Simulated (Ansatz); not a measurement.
From input file to script: MgPb2N2, space group P-3m1 in Ansatz 0.2.0.

```yaml
crystal:
  lattice:
    - [3.39174, 0.0, 0.0]
    - [-1.69587, 2.93734, 0.0]
    - [0.0, 0.0, 9.23496]
  atoms:
    - { symbol: Mg, position: [0.0, 0.0, 0.0] }
    - { symbol: Pb, position: [0.6666666666666666, 0.3333333333333333, 0.28655] }
    - { symbol: Pb, position: [0.3333333333333333, 0.6666666666666666, 0.71345] }
    - { symbol: "N", position: [0.6666666666666666, 0.3333333333333333, 0.86182] }
    - { symbol: "N", position: [0.3333333333333333, 0.6666666666666666, 0.13818] }
basis:
  ecutwfc: 380.0
  ecutrho_ratio: 6
kpoints:
  mp_grid:
    kspacing: 0.35714285714285715
hamiltonian:
  xc: pbe
scf:
  max_iter: 60
  mixing:
    algorithm: broyden
    beta: 0.4
    ndim: 8
  occupations:
    method: fixed
output:
  eigenvalues: true
```

The script, `robust_mgpb2n2.py`:
```python
import warnings

import ansatz as az

XC = "pbe"
ECUT = 380
K_DENSITY = 2.8
BETA = 0.4

mgpb2n2 = (
    az.Lattice.of((3.39174, 0.0, 0.0), (-1.69587, 2.93734, 0.0), (0.0, 0.0, 9.23496))
    .atom("Mg", (0.0, 0.0, 0.0))
    .atom("Pb", (2 / 3, 1 / 3, 0.28655))
    .atom("Pb", (1 / 3, 2 / 3, 0.71345))
    .atom("N", (2 / 3, 1 / 3, 0.86182))
    .atom("N", (1 / 3, 2 / 3, 0.13818))
)

calc = (
    mgpb2n2.calculation()
    .functional(XC)
    .basis(ECUT, density_ratio=6)
    .kpoints(density=K_DENSITY)
    .mixing("broyden", ndim=8, beta=BETA)
)

warnings.simplefilter("ignore")
data = None
try:
    result = calc.occupations("fixed").scf(max_iterations=60).band_table().run(threads=1)
    kinds = {n["data"]["kind"] for n in result.notices if n["data"].get("severity") != "audit"}
    print("fixed occupations: gap by band count", round(result.report["gap_by_band_count_ev"], 3), "eV, notices", sorted(kinds))
    if result.report["gap_by_band_count_ev"] > 0.1:
        data = result.report
except az.AnsatzError as error:
    print(type(error).__name__, "under fixed occupations:", str(error)[:140])
if data is None:
    data = calc.occupations("fermi_dirac", width=0.1).run(threads=1).report
    print("smeared: TS =", round(data["entropy_ts_ev"], 5), "eV")
print(f"F = {data['free_energy_ev']:.5f} eV")
```

```console
$ python robust_mgpb2n2.py
fixed occupations: gap by band count 0.624 eV, notices []
F = -26504.21516 eV
```

The settings weren't tested for convergence. The cutoff lies under the one recommended for these potentials. Spin-orbit coupling, left out here, can change this gap by several tenths of an eV, and inverted bands can meet off the mesh. The structure comes from a database of computed cells and needn't be a stable or known phase. Levels are Kohn-Sham eigenvalues on this mesh, without spin-orbit coupling. The script silences warnings, which a real study should read. Timing: 3 s on 1 thread of Intel(R) Xeon(R) Platinum 8259CL CPU @ 2.50GHz (Skylake/Cascade Lake), on a shared host, peak memory 0.42 GiB.

(Lines on the test bed's own set-up are left out of the output.)
